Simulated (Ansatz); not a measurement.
# CH9NSn: the cost of one run

All numbers below are computed with Ansatz 0.2.0 (RKS r2SCAN-D4/def2-SVP).

1 further run of the same task is left out (it didn't finish).

### Step 1. The starting structure

Bond lengths: Sn1–N2 2.456 Å, Sn1–H3 1.744 Å, Sn1–H4 1.706 Å, Sn1–H5 1.723 Å, Sn1–C7 2.505 Å, N2–H8 1.012 Å, N2–H9 1.012 Å, C7–H10 1.089 Å, C7–H11 1.095 Å, C7–H12 1.087 Å. Angles (14 of 19 angles, heavy atoms first): N2–Sn1–C7 65.5°, Sn1–N2–H8 120.9°, Sn1–N2–H9 122.9°, N2–Sn1–H3 149.5°, N2–Sn1–H4 95.7°, N2–Sn1–H5 92.8°, H3–Sn1–C7 86.1°, H4–Sn1–C7 110.1°, H5–Sn1–C7 136.3°, Sn1–C7–H10 92.5°, Sn1–C7–H11 147.8°, Sn1–C7–H12 94.0°, H8–N2–H9 106.9°, H3–Sn1–H4 104.9°.

As a file:

```xyz
12

Sn   -1.3288    0.0213   -0.1892
N     0.3752   -0.6490    1.4474
H    -1.7751    0.3621   -1.8408
H    -1.9071    1.3539    0.7060
H    -2.3080   -1.3575    0.1408
H     0.9603   -0.1393    0.3546
C     1.0316    0.4327   -0.9211
H     0.5778   -1.6255    1.6165
H     0.5161   -0.1631    2.3241
H     0.8494    1.4949   -1.0764
H     2.0998    0.3550   -0.6931
H     0.9089   -0.0857   -1.8687
```

### Step 2. Pulling towards end A

Springs on the bonds that form and break draw the guess towards this end; the thresholds are loose.

Input file input.yaml:

```yaml
crystal:
  periodic: [false, false, false]
  atoms:
    - { symbol: Sn, position_ang: [-1.3288, 0.0213, -0.1892] }
    - { symbol: "N", position_ang: [0.3752, -0.649, 1.4474] }
    - { symbol: H, position_ang: [-1.7751, 0.3621, -1.8408] }
    - { symbol: H, position_ang: [-1.9071, 1.3539, 0.706] }
    - { symbol: H, position_ang: [-2.308, -1.3575, 0.1408] }
    - { symbol: H, position_ang: [0.9603, -0.1393, 0.3546] }
    - { symbol: C, position_ang: [1.0316, 0.4327, -0.9211] }
    - { symbol: H, position_ang: [0.5778, -1.6255, 1.6165] }
    - { symbol: H, position_ang: [0.5161, -0.1631, 2.3241] }
    - { symbol: H, position_ang: [0.8494, 1.4949, -1.0764] }
    - { symbol: H, position_ang: [2.0998, 0.355, -0.6931] }
    - { symbol: H, position_ang: [0.9089, -0.0857, -1.8687] }
basis:
  gaussian: { orbitals: def2-SVP }
hamiltonian:
  xc: r2scan
  dispersion: d4
relax:
  f_tol: 0.15
  max_steps: 25
  restrain:
    - { distance: [0, 6], at: 3.45, k: 30.0 }
    - { distance: [5, 1], at: 2.32, k: 30.0 }
    - { distance: [0, 1], at: 2.1, k: 30.0 }
    - { distance: [5, 6], at: 1.07, k: 30.0 }
```

On the command line:

```sh
> ansatz run input.yaml --threads 2 --pin off --max-ram 3072MiB --backend cpu --events-out ev --progress --plain --runs-dir out
```

Q: Estimate wall time and peak memory on 2 threads of Arm Neoverse V1, shared host.

About 30 s, with a peak of 0.16 GiB.
